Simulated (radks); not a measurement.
**Spin polarisation of the 4s shell in Ca⁺**

One table from this session's results is given with a row withheld; the runs are named, their logs left out.

Program: radks (a radial shooting solver on a logarithmic mesh, Libxc functionals) version 1. Level of theory: scalar-relativistic Kohn-Sham, PBE, spin-polarised, spherical densities, point nucleus. These are calculated values, not measurements, unless marked.

### The atom as given

```
element       : calcium (Z = 20)
charge        : +1
electrons     : 19
configuration : [Ar] 4s(up 0.5, down 0.5)
```

A shell typed twice in an input gives spin up, then spin down.

Set-up of the first run:

Input:

```text
Z 20
configuration [Ar] 4s0.5 4s0.5
relativity scalar-relativistic
functional pbe,pbe
spin polarised
nucleus point
c 137.035999084
```

Steps of the session up to this table: No moment.

One of the session's tables, all rows but one given; the rest of the session is left out.

It belongs to the step «No moment». Sizes of the orbitals, from the radial functions (bohr):

| level | <r> | outermost maximum (interpolated) | 90 % within | nodes |
| --- | --- | --- | --- | --- |
| 1s | 0.07685 | 0.0503 | 0.137 | 0 |
| 2s | ? | ? | ? | ? |
| 2p | 0.3278 | 0.247 | 0.541 | 0 |
| 3s | 1.155 | 0.994 | 1.73 | 2 |
| 3p | 1.267 | 1.05 | 1.96 | 1 |
| 4s | 3.602 | 3.14 | 5.30 | 3 |

Q: Estimate the row for 2s from the others.

**Answer.** <r>: 0.3643; outermost maximum (interpolated): 0.300; 90 % within: 0.567; nodes: 1. In the column «<r>» it lies between 2p (0.3278) and 3s (1.155).
